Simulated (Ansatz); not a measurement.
# C₂H₆F₂Ge: up Jacob's ladder to CCSD(T)

Aim: compute C₂H₆F₂Ge with functionals from several rungs and with coupled cluster, and see how far each lands from CCSD(T) at the basis-set limit for the atomisation energy.

Program: Ansatz 0.2.0, Gaussian basis. Level of theory: functionals in def2-TZVPP, the program's frozen cores in correlated methods. These are calculated values, not measurements.

The runs, in order: PBE-D4, r2SCAN-D4, PBE0-D4, B3LYP-D4, ωB97X-V, ωB97M-V, B2PLYP; CCSD(T)/def2-TZVPP; MP2/def2-QZVPP; extrapolation to the limit.

### 1 Structure used throughout

All runs share one geometry, relaxed beforehand with PBE0-D4 in a triple-zeta def2 set.

SMILES `[CH3][GeH2][CH](F)F`, 11 atoms, charge 0, spin multiplicity 1.

Atoms are counted from 1 here; the program's logs count them from 0.

Bond lengths: C1–Ge2 1.948 Å, C1–H6 1.091 Å, C1–H7 1.090 Å, C1–H8 1.091 Å, Ge2–C3 1.999 Å, Ge2–H9 1.539 Å, Ge2–H10 1.536 Å, C3–F4 1.363 Å, C3–F5 1.366 Å, C3–H11 1.096 Å. Angles: Ge2–C1–H6 110.5°, Ge2–C1–H7 109.8°, Ge2–C1–H8 110.4°, H6–C1–H7 108.8°, H6–C1–H8 108.5°, H7–C1–H8 108.8°, C1–Ge2–C3 108.4°, C1–Ge2–H9 111.7°, C1–Ge2–H10 112.0°, C3–Ge2–H9 107.4°, C3–Ge2–H10 107.1°, H9–Ge2–H10 110.1°, Ge2–C3–F4 110.9°, Ge2–C3–F5 109.8°, Ge2–C3–H11 114.2°, F4–C3–F5 107.3°, F4–C3–H11 107.3°, F5–C3–H11 107.1°.

As a file:

```mol
C2H6F2Ge
  3D, bonds by distance, orders not assigned

 11 10  0  0  0  0  0  0  0  0999 V2000
   -1.2407    0.2273    1.0839 C   0  0
    0.5620   -0.2611    0.5304 Ge  0  0
    0.6824   -0.0783   -1.4561 C   0  0
    1.9598   -0.2795   -1.8856 F   0  0
    0.3236    1.1872   -1.8263 F   0  0
   -1.9736   -0.4470    0.6389 H   0  0
   -1.4618    1.2465    0.7653 H   0  0
   -1.3327    0.1712    2.1691 H   0  0
    0.8858   -1.7247    0.8778 H   0  0
    1.6217    0.6727    1.1340 H   0  0
    0.0388   -0.7714   -2.0107 H   0  0
  1  2  8  0
  2  3  8  0
  3  4  8  0
  3  5  8  0
  1  6  8  0
  1  7  8  0
  1  8  8  0
  2  9  8  0
  2 10  8  0
  3 11  8  0
M  END
```

### 2 PBE-D4 (GGA)

in.yaml

```yaml
crystal:
  periodic: [false, false, false]
  atoms:
    - {symbol: C, position_ang: [-1.240722, 0.227328, 1.083921]}
    - {symbol: Ge, position_ang: [0.561960, -0.261096, 0.530427]}
    - {symbol: C, position_ang: [0.682397, -0.078303, -1.456113]}
    - {symbol: F, position_ang: [1.959823, -0.279451, -1.885567]}
    - {symbol: F, position_ang: [0.323639, 1.187172, -1.826316]}
    - {symbol: H, position_ang: [-1.973589, -0.446997, 0.638917]}
    - {symbol: H, position_ang: [-1.461796, 1.246525, 0.765323]}
    - {symbol: H, position_ang: [-1.332726, 0.171215, 2.169111]}
    - {symbol: H, position_ang: [0.885793, -1.724736, 0.877763]}
    - {symbol: H, position_ang: [1.621745, 0.672711, 1.133967]}
    - {symbol: H, position_ang: [0.038777, -0.771367, -2.010732]}
basis:
  gaussian: {orbitals: def2-TZVPP}
hamiltonian: {xc: pbe, dispersion: d4}
output: {forces: true, orbitals: {seedname: orbitals}}
```

Run with:

```
> ansatz run in.yaml --threads 4 --pin off --events-out ev --progress --plain --max-ram 10444MiB
```

After this run come: r2SCAN-D4 (meta-GGA); PBE0-D4 (hybrid); B3LYP-D4 (hybrid); ωB97X-V (range-separated); ωB97M-V (range-separated); B2PLYP (double hybrid); CCSD(T) in def2-TZVPP; MP2 in def2-QZVPP.

**Question.** What will the summary of the whole plan be? Wanted: atomisation energy, CCSD(T)/CBS; farthest; mean size of error, hybrid; mean size of error, range-separated; gap, smallest and largest; T1 diagnostic; triples share of the correlation energy.

**Answer**, as computed:

| quantity | value |
| --- | --- |
| atomisation energy, CCSD(T)/CBS | 914.7 kcal/mol |
| functionals within 9.1 kcal/mol (1.0 %) | r2SCAN-D4, PBE0-D4, B3LYP-D4, ωB97X-V, ωB97M-V |
| farthest | PBE-D4 (+15.7 kcal/mol) |
| mean size of error, hybrid | 4.0 kcal/mol |
| mean size of error, range-separated | 2.3 kcal/mol |
| gap, smallest and largest | 6.64 eV (PBE-D4), 13.22 eV (ωB97X-V) |
| T1 diagnostic | 0.0116 |
| triples share of the correlation energy | 3.3 % |

**Reading.** PBE-D4 is off by +15.7 kcal/mol. Double hybrids carry the basis error of their MP2 part in triple zeta, and no dispersion term here, so their miss is partly the set-up's. Misses under about 9.1 kcal/mol are within the doubt on the reference itself, which lacks core-valence correlation, relativity and higher excitations, and its outer-core shells are covered unevenly. Hartree-Fock recovers 72 % of the binding; the rest is correlation. The gap grows from 6.6 to 13.2 eV across the functionals, mostly with the share of exact exchange. Correlated methods include outer-core shells of Ge, which these sets cover unevenly.
